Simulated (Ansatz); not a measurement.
# TaH+ (doublet): wave-function methods side by side, def2-QZVPP

The task here is to estimate one member of a computed series from the others.

Computed with Ansatz 0.2.0, Gaussian basis. Level: def2-QZVPP, core rule «outside noble gas», up to 4 orbitals frozen.

To be run: UHF; ROHF; CCSD(T) on UHF.

2 further runs of the same task are left out: 2 set aside as unsound or not needed.

### The geometry

The geometry is a PBE0/def2-TZVP stationary point (not a proven minimum) of the parent state, kept for this charge and spin. No spin-orbit coupling is included. Elements past krypton take def2 core potentials.

2 atoms, charge 1, spin multiplicity 2.

Atoms are counted from 1 here; the program's logs count them from 0.

Bond lengths: Ta1–H2 1.752 Å.

Set-up of the first run:

The input, in.yaml:

```yaml
crystal:
  periodic: [false, false, false]
  atoms:
    - {symbol: Ta, position_ang: [0.000000, 0.000000, 0.000000]}
    - {symbol: H, position_ang: [0.000000, 0.000000, 1.751800]}
basis:
  gaussian: {orbitals: "def2-QZVPP.json"}
total_charge: 1
magnetization: {spin_polarized: true, initial_magnetization: 1}
hamiltonian: {xc: hf}
output: {orbitals: {seedname: orbitals}}
```

Command:

```bash
$ ansatz run in.yaml --threads 1 --pin off --events-out ev --progress --plain --max-ram 4096MiB --backend cpu
```

Among the steps run: UHF; ROHF; CCSD(T) on UHF.

One of the session's tables, all rows but one given; the rest of the session is left out.

| method | from UCCSD(T) (meV) |
| --- | --- |
| ROHF | +3559.4 |
| UHF | +2532.3 |
| UMP2 | ? |
| UCCSD | +130.6 |
| UCCSD(T) | 0 |

Estimate the missing values for UMP2.

The run gave: from UCCSD(T) (meV): +658.6. In the column «from UCCSD(T) (meV)» it lies between UCCSD (+130.6) and UHF (+2532.3).

The program flags UCCSD(T) as in doubt (see the logs), so the zero of the table is itself unsure.

Caveats from the session: The determinant is far from a pure spin state, so its energy mixes those of several spin states (harmless only where they are near-degenerate, as at dissociation). The program flags UCCSD(T) as in doubt, so the zero of the table is itself unsure.
